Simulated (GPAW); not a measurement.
# Ti3Ag (Pm-3m) in GPAW: a series of runs

One crystal, Ti3Ag, is run at these levels: PBEsol; tasks: band structure.

All numbers are computed with GPAW 26.7.0; they aren't measurements. Logs are shortened: lines on timing, memory, paths and dates and some standing lists are left out, and cuts for length are marked. The log counts tension as positive stress, the text compression.

## 1. The crystal as given

It takes space group Pm-3m (No. 221, cubic). Conventional cell: a = 4.099 Å, b = 4.099 Å, c = 4.099 Å, α = 90.00°, β = 90.00°, γ = 90.00°. Ag (site symmetry m-3m) has 12 Ti at 2.90 Å as nearest neighbours. Ti (site symmetry 4/mmm) has 4 Ag at 2.90 Å and 8 Ti at 2.90 Å as nearest neighbours.

The cell comes from a database or a generator and needn't be the stable form of this composition.

## 2. Band structure, PBEsol

Input file run.py:

```python
from ase import Atoms
from ase.dft.bandgap import bandgap
from ase.io import write
from ase.units import GPa
from gpaw import GPAW, PW, setup_paths

setup_paths.insert(0, '.')

atoms = Atoms(['Ag', 'Ti', 'Ti', 'Ti'],
              cell=[[4.098807, 0.0, 0.0],
                    [0.0, 4.098807, 0.0],
                    [0.0, 0.0, 4.098807]],
              scaled_positions=[[0.0, 0.0, 0.0],
                                [0.0, 0.5, 0.5],
                                [0.5, 0.0, 0.5],
                                [0.5, 0.5, 0.0]],
              pbc=True)

calc = GPAW(mode=PW(600),
            xc='PBEsol',
            kpts={'size': (7, 7, 7), 'gamma': True},
            occupations={'name': 'fermi-dirac', 'width': 0.05},
            nbands=48,
            convergence={'density': 1e-05, 'energy': 1e-05},
            maxiter=150,
            txt='gpaw.txt')
atoms.calc = calc
energy = atoms.get_potential_energy()
forces = atoms.get_forces()
stress = atoms.get_stress()
calc.write('gs.gpw')
write('result.traj', atoms)
print(f'Energy: {energy:.6f} eV')
print('Forces (eV/A):')
print(forces.round(4))
print('Stress (GPa):', (stress / GPa).round(3))
print('Fermi level:', round(calc.get_fermi_level(), 4), 'eV')
print(f'Gap: {bandgap(calc)[0]:.4f} eV, direct: {bandgap(calc, direct=True)[0]:.4f} eV')

path = atoms.cell.bandpath('GXMGRX,MR', npoints=80, eps=1e-4)
bs_calc = calc.fixed_density(kpts=path, symmetry='off', nbands=67,
                             convergence={'bands': 'CBM+6.0', 'eigenstates': 1e-6}, txt='bands.txt')
bs = bs_calc.band_structure()
bs.write('bs.json')
print(f'Gap on the path: {bandgap(bs_calc)[0]:.4f} eV')
```

Potentials or basis: PAW data sets generated in the run's folder for this functional, pw.

Run with:

```bash
$ gpaw-setup -f PBEsol Ag Ti
$ OMP_NUM_THREADS=1 python run.py
```

gpaw.txt:

```text
__  _  _
 | _ |_)|_||  |
 |__||  | ||/\| - 26.7.0

Input parameters:
  mode=PW(ecut=600.0),
  convergence={'density': 1e-05, 'energy': 1e-05},
  kpts=MonkhorstPack(size=(7, 7, 7), gamma=True),
  maxiter=150,
  nbands=48,
  occupations=Occupations(name='fermi-dirac', width=0.05),
  xc=XC(name='PBEsol')

Diagonalizing LCAO Hamiltonian
Converting LCAO to pw mode
    .---------.
   /|         |
  / |         |
 *  |         |
 | Ti         |
 |  .-Ti------.
 | /    Ti   /
 |/         /
 Ag--------*

Atoms  # Å, Bohr magnetons
|   | symbol |        x |        y |        z |    initial magnetic moments |
|---|--------|----------|----------|----------|-----------------------------|
| 0 |     Ag | 0.000000 | 0.000000 | 0.000000 | ( 0.0000,  0.0000,  0.0000) |
| 1 |     Ti | 0.000000 | 2.049403 | 2.049403 | ( 0.0000,  0.0000,  0.0000) |
| 2 |     Ti | 2.049403 | 0.000000 | 2.049403 | ( 0.0000,  0.0000,  0.0000) |
| 3 |     Ti | 2.049403 | 2.049403 | 0.000000 | ( 0.0000,  0.0000,  0.0000) |

Unit cell  # Å
| periodic |        x |        y |        z |  lengths |    angles |
|----------|----------|----------|----------|----------|-----------|
|      yes | 4.098807 | 0.000000 | 0.000000 | 4.098807 | 90.000000 |
|      yes | 0.000000 | 4.098807 | 0.000000 | 4.098807 | 90.000000 |
|      yes | 0.000000 | 0.000000 | 4.098807 | 4.098807 | 90.000000 |

Number of symmetries: 48
Symmetry operations  # r_c * U_cc + t_c -> r_c
|    | kind |            matrix            |
|----|------|------------------------------|
|  0 |  E   |  1, 0, 0,  0, 1, 0,  0, 0, 1 |
|  1 |  σ   |  1, 0, 0,  0, 1, 0,  0, 0,-1 |
|  2 |  σ   |  1, 0, 0,  0, 0, 1,  0, 1, 0 |
|  3 |  C4  |  1, 0, 0,  0, 0, 1,  0,-1, 0 |
|  4 |  C4  |  1, 0, 0,  0, 0,-1,  0, 1, 0 |
|  5 |  σ   |  1, 0, 0,  0, 0,-1,  0,-1, 0 |
|  6 |  σ   |  1, 0, 0,  0,-1, 0,  0, 0, 1 |
|  7 |  C2  |  1, 0, 0,  0,-1, 0,  0, 0,-1 |
|  8 |  σ   |  0, 1, 0,  1, 0, 0,  0, 0, 1 |
|  9 |  C2  |  0, 1, 0,  1, 0, 0,  0, 0,-1 |
| 10 |  C3  |  0, 1, 0,  0, 0, 1,  1, 0, 0 |
| 11 |  S6  |  0, 1, 0,  0, 0, 1, -1, 0, 0 |
| 12 |  S6  |  0, 1, 0,  0, 0,-1,  1, 0, 0 |
| 13 |  C3  |  0, 1, 0,  0, 0,-1, -1, 0, 0 |
| 14 |  C4  |  0, 1, 0, -1, 0, 0,  0, 0, 1 |
| 15 |  S4  |  0, 1, 0, -1, 0, 0,  0, 0,-1 |
| 16 |  C3  |  0, 0, 1,  1, 0, 0,  0, 1, 0 |
| 17 |  S6  |  0, 0, 1,  1, 0, 0,  0,-1, 0 |
| 18 |  σ   |  0, 0, 1,  0, 1, 0,  1, 0, 0 |
| 19 |  C4  |  0, 0, 1,  0, 1, 0, -1, 0, 0 |
| 20 |  C2  |  0, 0, 1,  0,-1, 0,  1, 0, 0 |
| 21 |  S4  |  0, 0, 1,  0,-1, 0, -1, 0, 0 |
| 22 |  S6  |  0, 0, 1, -1, 0, 0,  0, 1, 0 |
| 23 |  C3  |  0, 0, 1, -1, 0, 0,  0,-1, 0 |
| 24 |  S6  |  0, 0,-1,  1, 0, 0,  0, 1, 0 |
| 25 |  C3  |  0, 0,-1,  1, 0, 0,  0,-1, 0 |
| 26 |  C4  |  0, 0,-1,  0, 1, 0,  1, 0, 0 |
| 27 |  σ   |  0, 0,-1,  0, 1, 0, -1, 0, 0 |
| 28 |  S4  |  0, 0,-1,  0,-1, 0,  1, 0, 0 |
| 29 |  C2  |  0, 0,-1,  0,-1, 0, -1, 0, 0 |
| 30 |  C3  |  0, 0,-1, -1, 0, 0,  0, 1, 0 |
| 31 |  S6  |  0, 0,-1, -1, 0, 0,  0,-1, 0 |
| 32 |  C4  |  0,-1, 0,  1, 0, 0,  0, 0, 1 |
| 33 |  S4  |  0,-1, 0,  1, 0, 0,  0, 0,-1 |
| 34 |  S6  |  0,-1, 0,  0, 0, 1,  1, 0, 0 |
| 35 |  C3  |  0,-1, 0,  0, 0, 1, -1, 0, 0 |
| 36 |  C3  |  0,-1, 0,  0, 0,-1,  1, 0, 0 |
| 37 |  S6  |  0,-1, 0,  0, 0,-1, -1, 0, 0 |
| 38 |  σ   |  0,-1, 0, -1, 0, 0,  0, 0, 1 |
| 39 |  C2  |  0,-1, 0, -1, 0, 0,  0, 0,-1 |
| 40 |  σ   | -1, 0, 0,  0, 1, 0,  0, 0, 1 |
| 41 |  C2  | -1, 0, 0,  0, 1, 0,  0, 0,-1 |
| 42 |  C2  | -1, 0, 0,  0, 0, 1,  0, 1, 0 |
| 43 |  S4  | -1, 0, 0,  0, 0, 1,  0,-1, 0 |
| 44 |  S4  | -1, 0, 0,  0, 0,-1,  0, 1, 0 |
| 45 |  C2  | -1, 0, 0,  0, 0,-1,  0,-1, 0 |
| 46 |  C2  | -1, 0, 0,  0,-1, 0,  0, 0, 1 |
| 47 |  i   | -1, 0, 0,  0,-1, 0,  0, 0,-1 |

BZ-sampling:
  Number of BZ points: 343
  Number of IBZ points: 20

  Monkhorst-Pack size: [7, 7, 7]
  Monkhorst-Pack shift: [0, 0, 0]

K-points  # in reciprocal-cell coordinates
|     |                                coordinates |     weight |
|-----|--------------------------------------------|------------|
|   0 | (  0.00000000,   0.00000000,   0.00000000) | 0.00291545 |
|   1 | (  0.14285714,   0.00000000,   0.00000000) | 0.01749271 |
|   2 | (  0.14285714,   0.14285714,   0.00000000) | 0.03498542 |
|   3 | (  0.14285714,   0.14285714,   0.14285714) | 0.02332362 |
|   4 | (  0.28571429,   0.00000000,   0.00000000) | 0.01749271 |
|   5 | (  0.28571429,   0.14285714,   0.00000000) | 0.06997085 |
|   6 | (  0.28571429,   0.14285714,   0.14285714) | 0.06997085 |
|   7 | (  0.28571429,   0.28571429,   0.00000000) | 0.03498542 |
|   8 | (  0.28571429,   0.28571429,   0.14285714) | 0.06997085 |
|   9 | (  0.28571429,   0.28571429,   0.28571429) | 0.02332362 |
| ... |                                            |            |
|  19 | (  0.42857143,   0.42857143,   0.42857143) | 0.02332362 |

Plane wave coefficients: 2325
Cutoff: 600.0 eV

Spin-components: 1 (collinear spins)
Bands:           48
Projectors:      24
Spin-degeneracy: 2
Datatype:        complex128

Parallelization:
  kpt:    1
  domain: 1
  band:   1

Density:
  Valence electrons: 53.0
  Components: 1
  Grid points: [24 24 24]
  Charge: 0.0  # |e|

Potential:
  Grid points: [24 24 24]

species:
  Ag:
    name:    Silver
    Z:       47.0
    valence: 17
    core:    30
    charge:  0.0  # [|e|]
    compensation charges:
      type: gauss
      rc: 0.40  # [Å]
      lmax: 2
    cutoffs:
      filter: 2.35  # [Å]
      core: 2.19  # [Å]
    projectors
    | kind |    occ | energy [eV] | rcut [Å] |
    |------|--------|-------------|----------|
    |   5s |  1.000 |      -4.417 |    1.286 |
    |   4p |  6.000 |     -58.524 |    1.328 |
    |   5p |  0.000 |      -0.670 |    1.328 |
    |   4d | 10.000 |      -7.455 |    1.180 |
    |    s |        |      22.795 |    1.286 |
    |    d |        |      19.756 |    1.180 |

    Using partial waves for Ag as LCAO basis

  Ti:
    name:    Titanium
    Z:       22.0
    valence: 12
    core:    10
    charge:  0.0  # [|e|]
    compensation charges:
      type: gauss
      rc: 0.38  # [Å]
      lmax: 2
    cutoffs:
      filter: 2.23  # [Å]
      core: 1.02  # [Å]
    projectors
    | kind |    occ | energy [eV] | rcut [Å] |
    |------|--------|-------------|----------|
    |   3s |  2.000 |     -62.441 |    1.270 |
    |   4s |  2.000 |      -4.477 |    1.270 |
    |   3p |  6.000 |     -38.776 |    1.058 |
    |   4p |  0.000 |      -1.449 |    1.058 |
    |   3d |  2.000 |      -4.275 |    1.058 |
    |    d |        |      22.937 |    1.058 |

    Using partial waves for Ti as LCAO basis

Reference energy: -214122.210520  # eV

eigensolver:
  PPCG
  Converge bands: occupied
  niter=2

density mixing:
  MSR1-Mixer
  Pratt-step length: 0.05
  Maximum mixing coefficient: 0.75
  Old densities: 10
  SVD Regularization: 0.005
  Good broyden scale: 1.0
  Trust region scale: 1.0
  Backstep threshold: 4.0
  History deletion threshold: 6.0
  Fourier metric: weight=20.0, sigma=0.015

occupation numbers:
  Fermi-Dirac:
    width: 0.0500  # eV

poisson solver:
  ecut: 4800.0  # eV

xc functional:
  name: PBEsol with 2 nearest neighbor stencil

convergence criteria:
- Maximum integral of absolute [dens]ity change: 1e-05 electrons / valence electron
- Maximum [total energy] change in last 3 cyles: 1e-05 eV / valence electron
- Maximum integral of absolute [eigenst]ate change: 4e-08 eV^2 / valence electron
maximum number of iterations: 150

SCF iterations
|iter     | |      energy | eigst |  dens |
|---------|-|-------------|-------|-------|
|iter:   1| |  -27.858077 | +0.04 |       |
|iter:   2| |  -26.436723 | -1.97 | -1.11 |
|iter:   3| |  -24.905322 | -1.58 | -1.18 |
|iter:   4| |  -24.690274 | -2.07 | -1.54 |
|iter:   5| |  -24.681917 | -3.63 | -1.99 |
|iter:   6| |  -24.679037 | -3.46 | -2.20 |
|iter:   7| |  -24.679109 | -4.70 | -3.06 |
|iter:   8| |  -24.679107c| -5.79 | -3.60 |
|iter:   9| |  -24.679111c| -6.43 | -4.09 |
|iter:  10| |  -24.679111c| -7.20 | -4.61 |
|iter:  11| |  -24.679111c| -7.95c| -5.26c|

Converged in 11 steps
Energy contributions relative to reference atoms: (reference = -214122.210520)

Energy contributions:
  Kinetic:           0.228817
  Coulomb:          -2.931057
  Zero:              0.339599
  External:          0.000000
  Xc:              -22.283763
  Entropy:          -0.065416
  Spinorbit:         0.000000
  ----------------------------
  Free energy:     -24.711819
  Extrapolated:    -24.679111

dipole moment: (-26.210469, -26.210469, -26.210469)  # |e|*Ang

Fermi level: 8.332
Eigenvalues  # (at kpt = [0.000, 0.000, 0.000])
| band index |      eig [eV] | occ [0-2] |
|------------|---------------|-----------|
|          0 |       -48.168 |     2.000 |
|        ... |               |           |
|         19 |         3.224 |     2.000 |
|         20 |         3.224 |     2.000 |
|         21 |         5.542 |     2.000 |
|         22 |         7.826 |     2.000 |
|         23 |         7.826 |     2.000 |
|         24 |         7.826 |     2.000 |
[... 8 lines left out ...]
|         33 |        11.328 |     0.000 |
|         34 |        11.328 |     0.000 |
|        ... |               |           |
|         47 |        20.294 |     0.000 |

No gap
No difference between direct/indirect transitions

Forces  # eV/Ang
|       x |       y |       z |
|---------|---------|---------|
| 0.00000 | 0.00000 | 0.00000 |  # Ag   0
| 0.00000 | 0.00000 | 0.00000 |  # Ti   1
| 0.00000 | 0.00000 | 0.00000 |  # Ti   2
| 0.00000 | 0.00000 | 0.00000 |  # Ti   3

Stress tensor  # eV/Ang^3
|        x |        y |        z |
|----------|----------|----------|
| 0.034656 | 0.000000 | 0.000000 |
| 0.000000 | 0.034656 | 0.000000 |
| 0.000000 | 0.000000 | 0.034656 |

# Writing to gs.gpw (mode='')
```

Wall time 3 min (1 thread of Arm Neoverse V1, shared host); peak memory 0.48 GiB.

Results:

- Free energy: -24.7118 eV
- Pressure: -5.6 GPa
- Band gap along the path: none (metal or under the smearing width)

Levels at the corners of the path, in eV from the Fermi level:
| point | band 24 | band 25 | band 26 | band 27 | band 28 | band 29 | band 30 | band 31 |
| --- | --- | --- | --- | --- | --- | --- | --- | --- |
| Γ | -0.51 | -0.51 | -0.05 | -0.05 | 2.28 | 2.28 | 2.28 | 2.42 |
| X | -0.61 | -0.61 | -0.60 | 0.81 | 0.81 | 0.85 | 1.08 | 1.65 |
| M | -1.18 | -0.66 | -0.33 | -0.08 | -0.08 | 1.06 | 1.06 | 1.62 |
| Γ | -0.51 | -0.51 | -0.05 | -0.05 | 2.28 | 2.28 | 2.28 | 2.42 |
| R | -1.03 | 0.16 | 0.16 | 0.16 | 0.70 | 0.70 | 0.70 | 0.74 |
| X | -0.61 | -0.61 | -0.60 | 0.81 | 0.81 | 0.85 | 1.08 | 1.65 |
| M | -1.18 | -0.66 | -0.33 | -0.08 | -0.08 | 1.06 | 1.06 | 1.62 |
| R | -1.03 | 0.16 | 0.16 | 0.16 | 0.70 | 0.70 | 0.70 | 0.74 |

## 3. Band structure, PBEsol, spin-orbit coupling, no magnetisation

Edit run.py of step 2 so:

```diff
@@ -1 +1,2 @@
+import numpy as np
 from ase import Atoms
@@ -5,2 +6,3 @@
 from gpaw import GPAW, PW, setup_paths
+from gpaw.spinorbit import soc_eigenstates
 
@@ -45 +47,7 @@
 print(f'Gap on the path: {bandgap(bs_calc)[0]:.4f} eV')
+
+soc = soc_eigenstates(bs_calc, theta=0, phi=0)
+np.savetxt('soc_bands.dat', soc.eigenvalues(), fmt='%.4f')
+mesh = soc_eigenstates('gs.gpw', theta=0, phi=0)
+np.savetxt('soc_mesh.dat', mesh.eigenvalues(), fmt='%.4f')
+print('Fermi level with spin-orbit coupling:', round(mesh.fermi_level, 4), 'eV')
```

Potentials or basis: PAW data sets generated in the run's folder for this functional, pw.

Run with:

```bash
$ gpaw-setup -f PBEsol Ag Ti
$ OMP_NUM_THREADS=1 python run.py
```

gpaw.txt:

```text
__  _  _
 | _ |_)|_||  |
 |__||  | ||/\| - 26.7.0

Input parameters:
  mode=PW(ecut=600.0),
  convergence={'density': 1e-05, 'energy': 1e-05},
  kpts=MonkhorstPack(size=(7, 7, 7), gamma=True),
  maxiter=150,
  nbands=48,
  occupations=Occupations(name='fermi-dirac', width=0.05),
  xc=XC(name='PBEsol')

Diagonalizing LCAO Hamiltonian
Converting LCAO to pw mode
    .---------.
   /|         |
  / |         |
 *  |         |
 | Ti         |
 |  .-Ti------.
 | /    Ti   /
 |/         /
 Ag--------*

Atoms  # Å, Bohr magnetons
|   | symbol |        x |        y |        z |    initial magnetic moments |
|---|--------|----------|----------|----------|-----------------------------|
| 0 |     Ag | 0.000000 | 0.000000 | 0.000000 | ( 0.0000,  0.0000,  0.0000) |
| 1 |     Ti | 0.000000 | 2.049403 | 2.049403 | ( 0.0000,  0.0000,  0.0000) |
| 2 |     Ti | 2.049403 | 0.000000 | 2.049403 | ( 0.0000,  0.0000,  0.0000) |
| 3 |     Ti | 2.049403 | 2.049403 | 0.000000 | ( 0.0000,  0.0000,  0.0000) |

Unit cell  # Å
| periodic |        x |        y |        z |  lengths |    angles |
|----------|----------|----------|----------|----------|-----------|
|      yes | 4.098807 | 0.000000 | 0.000000 | 4.098807 | 90.000000 |
|      yes | 0.000000 | 4.098807 | 0.000000 | 4.098807 | 90.000000 |
|      yes | 0.000000 | 0.000000 | 4.098807 | 4.098807 | 90.000000 |

Number of symmetries: 48
Symmetry operations  # r_c * U_cc + t_c -> r_c
|    | kind |            matrix            |
|----|------|------------------------------|
|  0 |  E   |  1, 0, 0,  0, 1, 0,  0, 0, 1 |
|  1 |  σ   |  1, 0, 0,  0, 1, 0,  0, 0,-1 |
|  2 |  σ   |  1, 0, 0,  0, 0, 1,  0, 1, 0 |
|  3 |  C4  |  1, 0, 0,  0, 0, 1,  0,-1, 0 |
|  4 |  C4  |  1, 0, 0,  0, 0,-1,  0, 1, 0 |
|  5 |  σ   |  1, 0, 0,  0, 0,-1,  0,-1, 0 |
|  6 |  σ   |  1, 0, 0,  0,-1, 0,  0, 0, 1 |
|  7 |  C2  |  1, 0, 0,  0,-1, 0,  0, 0,-1 |
|  8 |  σ   |  0, 1, 0,  1, 0, 0,  0, 0, 1 |
|  9 |  C2  |  0, 1, 0,  1, 0, 0,  0, 0,-1 |
| 10 |  C3  |  0, 1, 0,  0, 0, 1,  1, 0, 0 |
| 11 |  S6  |  0, 1, 0,  0, 0, 1, -1, 0, 0 |
| 12 |  S6  |  0, 1, 0,  0, 0,-1,  1, 0, 0 |
| 13 |  C3  |  0, 1, 0,  0, 0,-1, -1, 0, 0 |
| 14 |  C4  |  0, 1, 0, -1, 0, 0,  0, 0, 1 |
| 15 |  S4  |  0, 1, 0, -1, 0, 0,  0, 0,-1 |
| 16 |  C3  |  0, 0, 1,  1, 0, 0,  0, 1, 0 |
| 17 |  S6  |  0, 0, 1,  1, 0, 0,  0,-1, 0 |
| 18 |  σ   |  0, 0, 1,  0, 1, 0,  1, 0, 0 |
| 19 |  C4  |  0, 0, 1,  0, 1, 0, -1, 0, 0 |
| 20 |  C2  |  0, 0, 1,  0,-1, 0,  1, 0, 0 |
| 21 |  S4  |  0, 0, 1,  0,-1, 0, -1, 0, 0 |
| 22 |  S6  |  0, 0, 1, -1, 0, 0,  0, 1, 0 |
| 23 |  C3  |  0, 0, 1, -1, 0, 0,  0,-1, 0 |
| 24 |  S6  |  0, 0,-1,  1, 0, 0,  0, 1, 0 |
| 25 |  C3  |  0, 0,-1,  1, 0, 0,  0,-1, 0 |
| 26 |  C4  |  0, 0,-1,  0, 1, 0,  1, 0, 0 |
| 27 |  σ   |  0, 0,-1,  0, 1, 0, -1, 0, 0 |
| 28 |  S4  |  0, 0,-1,  0,-1, 0,  1, 0, 0 |
[... 113 lines left out ...]
    |    d |        |      22.937 |    1.058 |

    Using partial waves for Ti as LCAO basis

Reference energy: -214122.210520  # eV

eigensolver:
  PPCG
  Converge bands: occupied
  niter=2

density mixing:
  MSR1-Mixer
  Pratt-step length: 0.05
  Maximum mixing coefficient: 0.75
  Old densities: 10
  SVD Regularization: 0.005
  Good broyden scale: 1.0
  Trust region scale: 1.0
  Backstep threshold: 4.0
  History deletion threshold: 6.0
  Fourier metric: weight=20.0, sigma=0.015

occupation numbers:
  Fermi-Dirac:
    width: 0.0500  # eV

poisson solver:
  ecut: 4800.0  # eV

xc functional:
  name: PBEsol with 2 nearest neighbor stencil

convergence criteria:
- Maximum integral of absolute [dens]ity change: 1e-05 electrons / valence electron
- Maximum [total energy] change in last 3 cyles: 1e-05 eV / valence electron
- Maximum integral of absolute [eigenst]ate change: 4e-08 eV^2 / valence electron
maximum number of iterations: 150

SCF iterations
|iter     | |      energy | eigst |  dens |
|---------|-|-------------|-------|-------|
|iter:   1| |  -27.858077 | +0.04 |       |
|iter:   2| |  -26.436723 | -1.97 | -1.11 |
|iter:   3| |  -24.905322 | -1.58 | -1.18 |
|iter:   4| |  -24.690274 | -2.07 | -1.54 |
|iter:   5| |  -24.681917 | -3.63 | -1.99 |
|iter:   6| |  -24.679037 | -3.46 | -2.20 |
|iter:   7| |  -24.679109 | -4.70 | -3.06 |
|iter:   8| |  -24.679107c| -5.79 | -3.60 |
|iter:   9| |  -24.679111c| -6.43 | -4.09 |
|iter:  10| |  -24.679111c| -7.20 | -4.61 |
|iter:  11| |  -24.679111c| -7.95c| -5.26c|

Converged in 11 steps
Energy contributions relative to reference atoms: (reference = -214122.210520)

Energy contributions:
  Kinetic:           0.228817
  Coulomb:          -2.931057
  Zero:              0.339599
  External:          0.000000
  Xc:              -22.283763
  Entropy:          -0.065416
  Spinorbit:         0.000000
  ----------------------------
  Free energy:     -24.711819
  Extrapolated:    -24.679111

dipole moment: (-26.210469, -26.210469, -26.210469)  # |e|*Ang

Fermi level: 8.332
Eigenvalues  # (at kpt = [0.000, 0.000, 0.000])
| band index |      eig [eV] | occ [0-2] |
|------------|---------------|-----------|
|          0 |       -48.168 |     2.000 |
|        ... |               |           |
|         19 |         3.224 |     2.000 |
|         20 |         3.224 |     2.000 |
|         21 |         5.542 |     2.000 |
|         22 |         7.826 |     2.000 |
|         23 |         7.826 |     2.000 |
|         24 |         7.826 |     2.000 |
[... 8 lines left out ...]
|         33 |        11.328 |     0.000 |
|         34 |        11.328 |     0.000 |
|        ... |               |           |
|         47 |        20.294 |     0.000 |

No gap
No difference between direct/indirect transitions

Forces  # eV/Ang
|       x |       y |       z |
|---------|---------|---------|
| 0.00000 | 0.00000 | 0.00000 |  # Ag   0
| 0.00000 | 0.00000 | 0.00000 |  # Ti   1
| 0.00000 | 0.00000 | 0.00000 |  # Ti   2
| 0.00000 | 0.00000 | 0.00000 |  # Ti   3

Stress tensor  # eV/Ang^3
|        x |        y |        z |
|----------|----------|----------|
| 0.034656 | 0.000000 | 0.000000 |
| 0.000000 | 0.034656 | 0.000000 |
| 0.000000 | 0.000000 | 0.034656 |

# Writing to gs.gpw (mode='')
```

stdout:

```text
Energy: -24.679111 eV
Forces (eV/A):
[[0. 0. 0.]
 [0. 0. 0.]
 [0. 0. 0.]
 [0. 0. 0.]]
Stress (GPa): [5.553 5.553 5.553 0.    0.    0.   ]
Fermi level: 8.3315 eV
Gap: 0.0000 eV, direct: 0.0000 eV
Gap on the path: 0.0000 eV
Fermi level with spin-orbit coupling: 8.3341 eV
```

Run time: 3 min. Hardware: 1 thread of Arm Neoverse V1, shared host; peak memory 0.65 GiB.

What came out:

| Property | Result |
| --- | --- |
| Free energy | -24.7118 eV |
| Pressure | -5.6 GPa |
| Band gap along the path | none (metal or under the smearing width) |

Levels at the corners of the path, in eV from the Fermi level:
| point | band 50 | band 51 | band 52 | band 53 | band 54 | band 55 | band 56 | band 57 |
| --- | --- | --- | --- | --- | --- | --- | --- | --- |
| Γ | -0.48 | -0.05 | -0.05 | -0.05 | -0.05 | 2.26 | 2.26 | 2.26 |
| X | -0.60 | -0.58 | -0.58 | 0.80 | 0.80 | 0.80 | 0.80 | 0.86 |
| M | -0.66 | -0.33 | -0.33 | -0.08 | -0.08 | -0.08 | -0.08 | 1.06 |
| Γ | -0.48 | -0.05 | -0.05 | -0.05 | -0.05 | 2.26 | 2.26 | 2.26 |
| R | 0.04 | 0.22 | 0.22 | 0.22 | 0.22 | 0.69 | 0.69 | 0.69 |
| X | -0.60 | -0.58 | -0.58 | 0.80 | 0.80 | 0.80 | 0.80 | 0.86 |
| M | -0.66 | -0.33 | -0.33 | -0.08 | -0.08 | -0.08 | -0.08 | 1.06 |
| R | 0.04 | 0.22 | 0.22 | 0.22 | 0.22 | 0.69 | 0.69 | 0.69 |

Caveat: spin-orbit coupling was added after a scalar SCF, so levels and gaps hold it while energy, forces, pressure and moments don't; this program's spin-orbit splittings come out too wide for heavy elements.
